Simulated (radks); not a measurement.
# Taking charge from the 1s level of Tc in fractions

One table from this session's results is given with a row withheld; the runs are named, their logs left out.

The numbers are computed with radks (a radial shooting solver on a logarithmic mesh, Libxc functionals) version 1 (Dirac Kohn-Sham, LDA (Slater exchange, Perdew-Wang correlation), spin-unpolarised, spherical densities, point nucleus; open shells fill j = l - 1/2 first), except any that are marked as measured or tabulated.

### The system

| Quantity | Value |
| --- | --- |
| element | technetium (Z = 43) |
| charge | 0 |
| electrons | 43 |
| configuration | [Kr] 4d5 5s2 |

The first run:

Input:

```text
Z 43
configuration [Kr] 4d5 5s2
relativity Dirac
functional lda,pw
spin unpolarised
j_filling energy
nucleus point
c 137.035999084
```

Steps of the session up to this table: Start: [Kr] 4d5 5s2.

One table of the session follows, with a row left open; its other results are not shown here.

It belongs to the step «Start: [Kr] 4d5 5s2». Radial moments (bohr):

| level | <r> | outermost maximum (interpolated) | 90 % within | nodes |
| --- | --- | --- | --- | --- |
| 3d3/2 | 0.3973 | 0.309 | 0.634 | 0 |
| 3d5/2 | 0.4008 | 0.312 | 0.639 | 0 |
| 4s1/2 | ? | ? | ? | ? |
| 4p1/2 | 1.151 | 1.00 | 1.71 | 2 |
| 4p3/2 | 1.182 | 1.03 | 1.76 | 2 |
| 4d3/2 | 1.717 | 1.27 | 2.79 | 1 |
| 4d5/2 | 1.741 | 1.28 | 2.83 | 1 |
| 5s1/2 | 3.276 | 2.72 | 4.91 | 4 |

**Question.** Estimate the row for 4s1/2.

The run gave: <r>: 1.057; outermost maximum (interpolated): 0.948; 90 % within: 1.54; nodes: 3. In the column «<r>» it lies between 3d5/2 (0.4008) and 4p1/2 (1.151).
